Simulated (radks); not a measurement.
# Ga³⁺ in [Ar] 3d9 4s1: an all-electron calculation

The task here is to estimate one member of a computed series from the others.

Program: radks (a radial shooting solver on a logarithmic mesh, Libxc functionals) version 1. Level of theory: non-relativistic Kohn-Sham, BP86, spin-polarised, spherical densities, point nucleus; open shells are filled with parallel spins first. These are calculated values, not measurements, unless marked.

## Starting point

- element: gallium (Z = 31)
- charge: +3
- electrons: 28
- configuration: [Ar] 3d9 4s1

The outer shells:

Ga³⁺
```
[Ar] core
3d [↑↓][↑↓][↑↓][↑↓][↑ ]
4s [↑ ]
```

The first run:

Settings of this run:

```text
Z 31
configuration [Ar] 3d9 4s1 4p0 5s0 4d0 4f0
relativity non-relativistic
functional b88,p86
spin polarised
nucleus point
```

Launch:

```
$ python run_ks.py task.json out
```

The same process makes all the runs of this session.

One of the session's tables, all rows but one given; the rest of the session is left out.

It belongs to the step «Radial structure». Radial moments (bohr):

```
  level      <r>  outermost maximum (interpolated)  90 % within  nodes
  1s up  0.04942                            0.0326       0.0880      0
1s down  0.04942                            0.0326       0.0880      0
  2s up   0.2215                             0.186        0.342      1
2s down   0.2215                             0.186        0.342      1
  2p up   0.1922                             0.148        0.314      0
2p down   0.1922                             0.148        0.313      0
  3s up   0.6576                             0.572        0.983      2
3s down   0.6578                             0.572        0.983      2
  3p up   0.6755                             0.568         1.04      1
3p down   0.6757                             0.569         1.04      1
  3d up        ?                                 ?            ?      ?
3d down   0.7485                             0.525         1.26      0
  4s up    1.904                              1.69         2.77      3
4s down    1.921                              1.69         2.81      3
  4p up    2.170                              1.91         3.18      2
4p down    2.215                              1.93         3.27      2
  4d up    3.032                              2.63         4.53      1
```

**Question.** Estimate the row for 3d up.

**Answer.** <r>: 0.7497; outermost maximum (interpolated): 0.524; 90 % within: 1.26; nodes: 0. In the column «<r>» it lies between 3d down (0.7485) and 4s up (1.904).
